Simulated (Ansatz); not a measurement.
## TaSbSe: relaxation of the atoms with PBE

TaSbSe:

```
Ta Sb Se
1.0
     3.62961    0.00000    0.00000
     0.00000    3.62961    0.00000
     0.00000    0.00000    5.63455
Ta Sb Se
1 1 1
Direct
  0.00000 0.00000 0.00000
  0.00000 0.00000 0.50000
  0.50000 0.50000 0.00000
```

The cell was built by a generator and needn't be a form met in nature.

```yaml
Program: Ansatz 0.2.0
Task: relaxation of the atoms
Functional: PBE
Potentials_or_basis: Ansatz PAW
Cutoff: "420 eV (not typed: the program's choice for these potentials)"
k_mesh: 7 × 7 × 5
Occupations: fermi-dirac, width 0.05 eV
Spin: no spin polarisation
```

* Pressure after relaxing: -0.1 GPa
* Band gap on the k mesh: none (metal or under the smearing width)

Stress tensor (GPa, compression positive):
```
-0.15  0.00  0.00
 0.00 -0.15  0.00
 0.00  0.00  0.07
```

Final structure:
```
Ta Sb Se
1.0
     3.62961    0.00000    0.00000
     0.00000    3.62961    0.00000
     0.00000    0.00000    5.63455
Ta Sb Se
1 1 1
Cartesian
  0.0000 0.0000 0.0000
  0.0000 0.0000 2.8173
  1.8148 1.8148 0.0000
```

Levels at points of the mesh, in eV from the Fermi level:
| k point | band 20 | band 21 | band 22 | band 23 | band 24 | band 25 |
| --- | --- | --- | --- | --- | --- | --- |
| (0.00, 0.00, 0.00) | -2.80 | -0.38 | 0.31 | 0.31 | 0.58 | 1.20 |

It took 0.94 s on 2 threads of AMD EPYC 9R45 96-Core Processor (Zen 5), on a shared host, peak memory 0.47 GiB.

Caveat: the relaxation stopped at its first step, so nothing moved; the thresholds are loose for stress. Spin-orbit coupling is left out, which matters for the levels of Sb, Ta.
